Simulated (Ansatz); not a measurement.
# FH3O3Ti: the cost of one run

Program: Ansatz 0.2.0. Level of theory: RHF/def2-SVP. These are calculated values, not measurements.

## Step 1: The starting structure

Bond lengths: Ti1–F2 1.830 Å, Ti1–O3 1.920 Å, O3–H4 1.010 Å, Ti1–O5 1.919 Å, O5–H6 1.010 Å, Ti1–O7 1.919 Å, O7–H8 1.010 Å. Angles: F2–Ti1–O3 109.5°, F2–Ti1–O5 109.5°, F2–Ti1–O7 109.5°, O3–Ti1–O5 109.5°, O3–Ti1–O7 109.5°, O5–Ti1–O7 109.5°, Ti1–O3–H4 109.5°, Ti1–O5–H6 109.5°, Ti1–O7–H8 109.5°.

Coordinates:

```xyz
8

Ti    0.0000    0.0000    0.0000
F     0.0000    0.0000    1.8300
O     1.8106    0.0000   -0.6394
H     2.1269   -0.9521   -0.7560
O    -0.9043    1.5667   -0.6394
H    -1.8621    1.3360   -0.8617
O    -0.9043   -1.5667   -0.6394
H    -1.3590   -2.0324    0.1330
```

## Step 2: Preparing the start

Contents of input.yaml:

```yaml
crystal:
  periodic: [false, false, false]
  atoms:
    - { symbol: Ti, position_ang: [0.0, 0.0, 0.0] }
    - { symbol: F, position_ang: [0.0, 0.0, 1.83] }
    - { symbol: O, position_ang: [1.8106, 0.0, -0.6394] }
    - { symbol: H, position_ang: [2.1269, -0.9521, -0.756] }
    - { symbol: O, position_ang: [-0.9043, 1.5667, -0.6394] }
    - { symbol: H, position_ang: [-1.8621, 1.336, -0.8617] }
    - { symbol: O, position_ang: [-0.9043, -1.5667, -0.6394] }
    - { symbol: H, position_ang: [-1.359, -2.0324, 0.133] }
basis:
  gaussian: { orbitals: def2-SVP }
hamiltonian:
  xc: hf
relax:
  f_tol: 0.02
  max_steps: 40
```

Launch:

```bash
$ ansatz run input.yaml --threads 1 --pin off --max-ram 2048MiB --backend cpu --events-out ev --progress --plain --runs-dir out
```

**Question.** How long does this run take on 1 thread of Arm Neoverse V1, shared host, and how much memory does it need?

About 28 s, with a peak of 0.21 GiB.
